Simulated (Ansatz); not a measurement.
# Ru: the cost of one run

Program: Ansatz 0.2.0. Level of theory: DFT r2SCAN, scalar-relativistic, plane waves, PAW. These are calculated values, not measurements.

## (1) Starting point

Symmetry: P6_3/mmc, No. 194, hexagonal system. Conventional cell: a = 2.706 Å, b = 2.706 Å, c = 4.282 Å, α = 90.00°, β = 90.00°, γ = 120.00°. Around Ru (site symmetry -6m2) lie 12 Ru at 2.65 to 2.71 Å.

Coordinates:

```
CELL_PARAMETERS angstrom
2.70580 0.00000 0.00000
-1.35290 2.34329 0.00000
0.00000 0.00000 4.28190
ATOMIC_POSITIONS crystal
Ru 0.33333 0.66667 0.25000
Ru 0.66667 0.33333 0.75000
```

The cell is taken as given, not relaxed at this level.

## (2) The reference: the undisturbed cell on the scan's mesh

Input file input.yaml:

```yaml
crystal:
  lattice:
    - [2.7057993342, 0.0, 0.0]
    - [-1.3528996671, 2.343290961, 0.0]
    - [0.0, 0.0, 4.2819]
  atoms:
    - { symbol: Ru, position: [0.3333333333, 0.6666666667, 0.25] }
    - { symbol: Ru, position: [0.6666666667, 0.3333333333, 0.75] }
basis:
  ecutwfc: 500
kpoints:
  mp_grid: { grid: [24, 24, 12] }
hamiltonian:
  xc: r2scan
scf:
  occupations: { method: gaussian, width: 0.15 }
output:
  forces: true
  stress: true
  eigenvalues: true
```

Launch:

```bash
ansatz run input.yaml --threads 1 --pin off --max-ram 2560MiB --backend cpu --events-out ev --progress --plain --runs-dir out
```

**Question.** How long does this run take on 1 thread of AMD EPYC (Zen 3), shared host, and how much memory does it need?

About 63 s, with a peak of 0.56 GiB.
